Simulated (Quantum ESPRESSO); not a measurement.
BiTe:

```
Bi Te
1.0
     0.00000    3.23500    3.23500
     3.23500    0.00000    3.23500
     3.23500    3.23500    0.00000
Bi Te
1 1
Direct
  0.00000 0.00000 0.00000
  0.50000 0.50000 0.50000
```

Base run:

- Program: Quantum ESPRESSO 7.5
- Functional: PBEsol
- Potentials or basis: PseudoDojo 0.4.1 SR PBEsol standard
- Cutoff: 1088 eV
- Density cutoff: 4354 eV
- k mesh: 7 × 7 × 7
- Occupations: fermi-dirac, width 0.05 eV
- Spin: no spin polarisation

Its results: band gap on the k mesh none (metal or under the smearing width); pressure -1.5 GPa.

Problem. The run is repeated on the same cell with these changes: functional from PBEsol to LDA; potentials or basis from PseudoDojo 0.4.1 SR PBEsol standard to PseudoDojo 0.4.1 SR LDA standard. What comes out?

Solution. Band gap on the k mesh none (metal or under the smearing width); pressure -2.6 GPa.

Caveats: spin-orbit coupling is left out, which moves the levels of the heavy elements.
